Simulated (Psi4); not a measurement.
**Si2H4F2 (SMILES F[SiH2][SiH2]F): levels of theory compared**

We compute a comparison of 3 runs (HF/6-31G*, CCSD/6-31G*, CCSD(T)/6-31G*) of Si2H4F2. 

The calculation is run with Psi4 1.11.

## (1) The system as given

Si2H4F2: 8 atoms, total charge 0, spin state singlet. SMILES: `F[SiH2][SiH2]F`. The Si3–H8 distance was set to 1.708 Å, away from the relaxed value.

Bond lengths: F1–Si2 1.605 Å, Si2–Si3 2.350 Å, Si3–F4 1.605 Å, Si2–H5 1.485 Å, Si2–H6 1.487 Å, Si3–H7 1.487 Å. Angles: F1–Si2–Si3 110.4°, Si2–Si3–F4 110.4°, F1–Si2–H5 108.0°, F1–Si2–H6 108.1°, Si3–Si2–H5 111.7°, Si3–Si2–H6 109.2°, Si2–Si3–H7 109.2°, F4–Si3–H7 108.1°, H5–Si2–H6 109.3°. A long bond or contact: Si3–H8 1.708 Å.

## (2) A single-point energy at HF/6-31G(d) (spherical functions) (run 1)

File input.dat:

```
memory 2.2 GB

molecule {
  0 1
  F
  Si 1 1.604767
  Si 2 2.349795 1 110.37254
  F 3 1.604801 2 110.37389 1 69.08474
  H 2 1.485348 1 108.04679 3 122.43957
  H 2 1.48738 5 109.31878 1 -117.38206
  H 3 1.487365 4 108.06599 2 -119.37581
  H 3 1.708 7 109.31945 4 117.36462
  symmetry c1
  no_reorient
  no_com
}

set {
  basis 6-31G*
  puream true
  e_convergence 1e-09
  d_convergence 1e-08
  scf_type pk
}

e, wfn = energy("hf", return_wfn=True)
```

Started as:

```
$ psi4 -i input.dat -o output.dat -n 1
```

output.dat:

```text
[...]
  Running in c1 symmetry.
[...]
  Nuclear repulsion =  220.650980286012015
[...]
  Multiplicity = 1
[...]
  Nalpha       = 25
  Nbeta        = 25
[...]
    Number of basis functions: 72
[...]
   @RHF iter   1:  -779.04519304675102   -1.06817e+00   5.63946e-03 DIIS/ADIIS
[...]
   @RHF iter  11:  -779.12552840201363   -1.59162e-12   2.51124e-09 DIIS
[...]
  @RHF Final Energy:  -779.12552840201363
   => Energetics <=
    Nuclear Repulsion Energy =            220.6509802860120146
    One-Electron Energy =               -1523.0169217334287168
    Two-Electron Energy =                 523.2404130454029882
    Total Energy =                       -779.1255284020136287
[...]
 Multipole Moments:
 ------------------------------------------------------------------------------------
     Multipole            Electronic (a.u.)      Nuclear  (a.u.)        Total (a.u.)
 ------------------------------------------------------------------------------------
 L = 1.  Multiply by 2.5417464519 to convert [e a0] to [Debye]
 Dipole X            :          2.8368883           -3.1906186           -0.3537303
 Dipole Y            :         -1.0603570            1.4264470            0.3660900
 Dipole Z            :         -3.3432011            4.0585860            0.7153850
 Magnitude           :                                                    0.8780220
[...]
```

Run time: 2.6 s. Hardware: 1 thread of AMD EPYC 7B13 (Zen 3), shared host; peak memory 0.24 GiB.

## (3) The energy at CCSD/6-31G(d) (spherical functions) (run 2)

File calc.dat:

```
memory 2.2 GB

molecule {
  F     -1.809470     1.330620    -0.409878
  Si    -0.232470     1.252920    -0.122978
  Si     0.483930    -0.984780    -0.091278
  F      0.406330    -1.617180    -1.564178
  H      0.465430     2.039020    -1.172378
  H      0.025530     1.868520     1.206222
  H      1.900130    -1.039180     0.360022
  H     -0.477100    -1.941900     0.946800
  units angstrom
  symmetry c1
  no_reorient
  no_com
}

set globals {
  basis 6-31G*
  puream true
  e_convergence 1e-09
  d_convergence 1e-08
  scf_type pk
  num_frozen_docc 12
}

e = energy('ccsd')
```

Started as:

```
$ psi4 -i calc.dat -o calc.out -n 1
```

calc.out:

```text
[...]
  Running in c1 symmetry.
[...]
  Nuclear repulsion =  220.650989342530494
[...]
  Multiplicity = 1
[...]
  Nalpha       = 25
  Nbeta        = 25
[...]
    Number of basis functions: 72
[...]
   @RHF iter   1:  -779.04519306472901   -1.06817e+00   5.63946e-03 DIIS/ADIIS
[...]
   @RHF iter  11:  -779.12552842998878    1.25056e-12   2.51124e-09 DIIS
[...]
  @RHF Final Energy:  -779.12552842998878
   => Energetics <=
    Nuclear Repulsion Energy =            220.6509893425304938
    One-Electron Energy =               -1523.0169405945587187
    Two-Electron Energy =                 523.2404228220394771
    Total Energy =                       -779.1255284299887762
[...]
 Multipole Moments:
 ------------------------------------------------------------------------------------
     Multipole            Electronic (a.u.)      Nuclear  (a.u.)        Total (a.u.)
 ------------------------------------------------------------------------------------
 L = 1.  Multiply by 2.5417464519 to convert [e a0] to [Debye]
 Dipole X            :         14.2479166          -13.5943685            0.6535482
 Dipole Y            :         -3.6559296            3.9710327            0.3151031
 Dipole Z            :         37.2032052          -36.7087275            0.4944777
 Magnitude           :                                                    0.8780224
[...]
      * MP2 total energy                      = -779.623976310454168
[...]
      * CCSD total energy                     = -779.656988508789141
[...]
```

Run time: 12 s. Hardware: 1 thread of AMD EPYC 7B13 (Zen 3), shared host; peak memory 0.36 GiB.

## (4) The energy at CCSD(T)/6-31G(d) (spherical functions) (run 3)

File f2h4si2.xyz:

```xyz
8
F2H4Si2
F     -1.809470     1.330620    -0.409878
Si    -0.232470     1.252920    -0.122978
Si     0.483930    -0.984780    -0.091278
F      0.406330    -1.617180    -1.564178
H      0.465430     2.039020    -1.172378
H      0.025530     1.868520     1.206222
H      1.900130    -1.039180     0.360022
H     -0.477100    -1.941900     0.946800
```

File run_ase.py:

```python
import numpy as np
from ase.calculators.psi4 import Psi4
from ase.io import read

atoms = read('f2h4si2.xyz')
calc = Psi4(atoms=atoms, method='ccsd(t)', basis='6-31G*', memory='2200MB', num_threads=1, charge=0, multiplicity=1, label='f2h4si2', reference='rhf')
calc.psi4.set_options({'puream': True, 'e_convergence': 1e-09, 'd_convergence': 1e-08, 'scf_type': 'pk', 'num_frozen_docc': 12})
atoms.calc = calc

print(f'energy: {atoms.get_potential_energy():.6f} eV')
```

Started as:

```
$ python run_ase.py
```

f2h4si2.dat:

```text
[...]
  Running in c1 symmetry.
[...]
  Nuclear repulsion =  220.650989342530465
[...]
  Multiplicity = 1
[...]
  Nalpha       = 25
  Nbeta        = 25
[...]
    Number of basis functions: 72
[...]
   @RHF iter   1:  -779.04519306472878   -1.06817e+00   5.63946e-03 DIIS/ADIIS
[...]
   @RHF iter  11:  -779.12552842998844   -1.47793e-12   2.51124e-09 DIIS
[...]
  @RHF Final Energy:  -779.12552842998844
   => Energetics <=
    Nuclear Repulsion Energy =            220.6509893425304654
    One-Electron Energy =               -1523.0169405945582639
    Two-Electron Energy =                 523.2404228220393634
    Total Energy =                       -779.1255284299884352
[...]
 Multipole Moments:
 ------------------------------------------------------------------------------------
     Multipole            Electronic (a.u.)      Nuclear  (a.u.)        Total (a.u.)
 ------------------------------------------------------------------------------------
 L = 1.  Multiply by 2.5417464519 to convert [e a0] to [Debye]
 Dipole X            :         -2.8142201            3.4677683            0.6535482
 Dipole Y            :         -0.7713870            1.0864901            0.3151031
 Dipole Z            :         -3.4401175            3.9345953            0.4944777
 Magnitude           :                                                    0.8780224
[...]
      * MP2 total energy                      = -779.623976310453372
[...]
      * CCSD total energy                     = -779.656988508788345
[...]
      * CCSD(T) total energy                  = -779.667242073051170
```

Standard output:

```text
energy: -21215.826295 eV
```

It took 17 s on 1 thread of AMD EPYC 7B13 (Zen 3), shared host; peak memory 0.37 GiB.

## (5) All runs side by side

| run | level | frozen core orbitals | energy (Eh) | HOMO energy (eV) | LUMO energy (eV) | HOMO–LUMO gap (eV) | wall time |
| --- | --- | --- | --- | --- | --- | --- | --- |
| 1 | HF/6-31G* (spherical functions) | 0 | -779.125528 | -11.33 | 2.59 | 13.92 | 2.6 s |
| 2 | CCSD/6-31G* (spherical functions) | 12 | -779.656989 | -11.33 | 2.59 | 13.92 | 12 s |
| 3 | CCSD(T)/6-31G* (spherical functions) | 12 | -779.667242 | -11.33 | 2.59 | 13.92 | 17 s |

## (6) Outcome

| quantity | value |
| --- | --- |
| run 3: total energy | -779.66724 Eh |
| run 3: HOMO energy (Hartree–Fock orbitals) | -11.33 eV |
| run 3: LUMO energy (Hartree–Fock orbitals) | 2.59 eV |
| run 3: HOMO–LUMO gap (Hartree–Fock orbitals) | 13.92 eV |
| run 3: correlation energy (12 core orbitals frozen) | -541.7 mEh |
| run 3: (T) correction | -10.25 mEh |
| run 3: T1 diagnostic | 0.013 |

**Reading.** Below the HF energy at the same shape and in the same basis (6-31G*): CCSD -531.5 mEh; CCSD(T) -541.7 mEh. All runs together took 31 s, the longest 17 s.
